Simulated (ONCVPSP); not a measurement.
# Selenium: generating and testing an ONCV potential

Aim: build the potential from the settings below, then test how well it stands in for the atom: other configurations, scattering, ghost states and the plane-wave cutoff that it needs.

The numbers are computed with ONCVPSP 4.0.1.1 (patched build) (PBE, scalar-relativistic, spin-unpolarised reference atom).

## (1) The design

The settings as typed:

```
element                 : selenium (Se, Z = 34)
type                    : optimised norm-conserving Vanderbilt (ONCV)
frozen core             : [Ar]
valence charge          : 16
reference configuration : 3d10 4s2 4p4
partial waves           : 4s: rc 1.35 bohr, ncon 4, nbas 9, qcut 4 1/bohr, 1 projector; 4p: rc 1.30 bohr, ncon 3, nbas 7, qcut 5.3 1/bohr, 2 projectors, debl 1.3 Ha; 3d: rc 1.10 bohr, ncon 4, nbas 8, qcut 12.9 1/bohr, 3 projectors, debl 2.8 Ha
local potential         : polynomial inside 0.75 bohr (lpopt 5, dvloc0 3 Ha)
core correction         : polynomial model core, fcfact 0.6
```

The outer shells as boxes (Hund's rule for the drawing; the calculation is spin-unpolarised):

```
[Ar] core
3d [↑↓][↑↓][↑↓][↑↓][↑↓]
4s [↑↓]
4p [↑↓][↑ ][↑ ]
```

## (2) Generation

File Se.dat:

```
# ATOM AND REFERENCE CONFIGURATION
# atsym  z   nc   nv     iexc    psfile
  Se 34.00    5    3        4      upf
#
#   n    l    f
    1    0    2.00
    2    0    2.00
    2    1    6.00
    3    0    2.00
    3    1    6.00
    3    2   10.00
    4    0    2.00
    4    1    4.00
#
# PSEUDOPOTENTIAL AND OPTIMIZATION
# lmax
    2
#
#   l,   rc,      ep,       ncon, nbas, qcut
    0    1.35    0.00    4    9    4.00
    1    1.30    0.00    3    7    5.30
    2    1.10    0.00    4    8   12.90
#
# LOCAL POTENTIAL
# lloc, lpopt,  rc(5),   dvloc0
    4    5    0.75    3.00
#
# VANDERBILT-KLEINMAN-BYLANDER PROJECTORs
# l, nproj, debl
    0    1    0.50
    1    2    1.30
    2    3    2.80
#
# MODEL CORE CHARGE
# icmod, fcfact, rcfact
    1    0.60    0.00
#
# LOG DERIVATIVE ANALYSIS
# epsh1, epsh2, depsh
   -3.00    5.00    0.02
#
# OUTPUT GRID
# rlmax, drl
    6.00    0.01
#
# TEST CONFIGURATIONS
# ncnf
    4
# nvcnf
#   n    l    f
    3
    3    2   10.00
    4    0    2.00
    4    1    3.00
#
    3
    3    2   10.00
    4    0    2.00
    4    1    2.00
#
    3
    3    2   10.00
    4    0    2.00
    4    1    1.00
#
    3
    3    2    9.00
    4    0    2.00
    4    1    4.00
#
```

On the command line:

```
$ oncvpsp.x < Se.dat > Se.out
```

What does the calculation give? Wanted: cutoffs for 1 and 0.1 mHa per electron, occupied waves; bound ghosts; GHOST(+) flags; largest test error; largest phase difference near zero energy, channels read; rms error of d²Exc/dn², without and with the model core.

As calculated:

| quantity | value |
| --- | --- |
| cutoffs for 1 and 0.1 mHa per electron, occupied waves | 77 Ha and 110 Ha |
| bound ghosts | s at -203.62 eV |
| GHOST(+) flags | p at 78 eV (1 near or above the test basis's cutoff) |
| largest test error (AE − PS) | -164 meV, for 3d9 4s2 4p4 |
| largest phase difference near zero energy, channels read | 0.008 rad |
| rms error of d²Exc/dn², without and with the model core | 6.55 and 0.58 mHa |

**Reading.** A bound ghost (s) makes it unfit for use: electrons can fall into a state that the atom doesn't have. Close by lies the frozen 3s level (-213.5 eV). The worst unpolarised test, 3d9 4s2 4p4, is off by 164 meV on 64.1 eV; by total energies transferability rates as fair for so large an energy. That test lies far up in energy; among those under 40 eV, nearer to bonding, the largest error is 8.5 meV. By its cutoff, 77 Ha for the looser tolerance, it is very hard. At the looser tolerance the 3d wave is the slowest; 4s needs 22 Ha. Near zero energy the phases of the channels with partial waves agree within 0.008 rad. The program also flags highly localised states, GHOST(+) (p). These are tests on the free atom; a crystal test is still owed.
